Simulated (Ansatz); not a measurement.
# C₃H₁₂N₂Si: basis-set convergence

One table from this session's results is given with a row withheld; the runs are named, their logs left out.

The runs use Ansatz 0.2.0, Gaussian basis; one geometry, several basis sets.

Levels to be run: PBE0-D4/def2-SVP; ωB97M-V/def2-SVP; PBE0-D4/def2-QZVPP; ωB97M-V/def2-QZVPP; the functionals' def2-TZVPP values are taken from earlier runs.

1 further run of the same task is left out (it didn't finish).

## The relaxed structure

An earlier PBE0-D4 in a triple-zeta def2 set relaxation fixed the geometry.

SMILES `C[Si](C)(C)NN`, 18 atoms, charge 0, spin multiplicity 1.

Atoms are counted from 1 here; the program's logs count them from 0.

Bond lengths: C1–Si2 1.877 Å, C1–H7 1.094 Å, C1–H8 1.094 Å, C1–H9 1.093 Å, Si2–C3 1.869 Å, Si2–C4 1.872 Å, Si2–N5 1.728 Å, C3–H10 1.093 Å, C3–H11 1.093 Å, C3–H12 1.093 Å, C4–H13 1.093 Å, C4–H14 1.094 Å, C4–H15 1.094 Å, N5–N6 1.410 Å, N5–H16 1.006 Å, N6–H17 1.013 Å, N6–H18 1.014 Å. Angles: Si2–C1–H7 111.5°, Si2–C1–H8 111.1°, Si2–C1–H9 111.2°, H7–C1–H8 107.0°, H7–C1–H9 107.8°, H8–C1–H9 108.0°, C1–Si2–C3 110.5°, C1–Si2–C4 107.9°, C1–Si2–N5 111.6°, C3–Si2–C4 111.4°, C3–Si2–N5 106.1°, C4–Si2–N5 109.3°, Si2–C3–H10 111.2°, Si2–C3–H11 110.7°, Si2–C3–H12 111.4°, H10–C3–H11 107.8°, H10–C3–H12 108.2°, H11–C3–H12 107.5° and more.

Set-up of the first run:

in.yaml reads:

```yaml
crystal:
  periodic: [false, false, false]
  atoms:
    - {symbol: C, position_ang: [-0.851994, -1.634802, 0.001968]}
    - {symbol: Si, position_ang: [0.226244, -0.099848, -0.061125]}
    - {symbol: C, position_ang: [2.032689, -0.565469, 0.050918]}
    - {symbol: C, position_ang: [-0.149965, 0.803286, -1.657531]}
    - {symbol: N, position_ang: [-0.081442, 0.950799, 1.275916]}
    - {symbol: N, position_ang: [-1.348142, 1.487489, 1.582977]}
    - {symbol: H, position_ang: [-1.915792, -1.378609, 0.006622]}
    - {symbol: H, position_ang: [-0.679731, -2.272775, -0.869735]}
    - {symbol: H, position_ang: [-0.646332, -2.225535, 0.898435]}
    - {symbol: H, position_ang: [2.672293, 0.319154, 0.000444]}
    - {symbol: H, position_ang: [2.312269, -1.227372, -0.772979]}
    - {symbol: H, position_ang: [2.251096, -1.091504, 0.984159]}
    - {symbol: H, position_ang: [0.492798, 1.679465, -1.772752]}
    - {symbol: H, position_ang: [-1.189447, 1.143063, -1.685261]}
    - {symbol: H, position_ang: [0.000780, 0.152793, -2.523570]}
    - {symbol: H, position_ang: [0.536382, 1.006226, 2.067768]}
    - {symbol: H, position_ang: [-1.600588, 2.187755, 0.896273]}
    - {symbol: H, position_ang: [-2.061118, 0.765905, 1.577483]}
basis:
  gaussian: {orbitals: def2-SVP}
hamiltonian: {xc: pbe0, dispersion: d4}
output: {orbitals: {seedname: orbitals}}
```

On the command line:

```
$ ansatz run in.yaml --threads 4 --pin off --events-out ev --progress --plain --max-ram 11315MiB
```

Steps of the session up to this table: PBE0-D4 in def2-SVP; ωB97M-V in def2-SVP; PBE0-D4 in def2-QZVPP; ωB97M-V in def2-QZVPP.

One of the session's tables, all rows but one given; the rest of the session is left out.

It belongs to the step «Density functionals: the series». 

```
functional       basis  HOMO (eV)  LUMO (eV)
   PBE0-D4    def2-SVP      -6.37       1.39
   PBE0-D4  def2-TZVPP      -6.58       0.74
   PBE0-D4  def2-QZVPP      -6.62       0.35
   ωB97M-V    def2-SVP          ?          ?
   ωB97M-V  def2-TZVPP      -8.96       2.09
   ωB97M-V  def2-QZVPP      -8.99       1.49
```

**Question.** Estimate the row for ωB97M-V, def2-SVP.

The run gave: HOMO (eV): -8.74; LUMO (eV): 2.95. In the column «HOMO (eV)» it lies between ωB97M-V, def2-TZVPP (-8.96) and PBE0-D4, def2-QZVPP (-6.62).
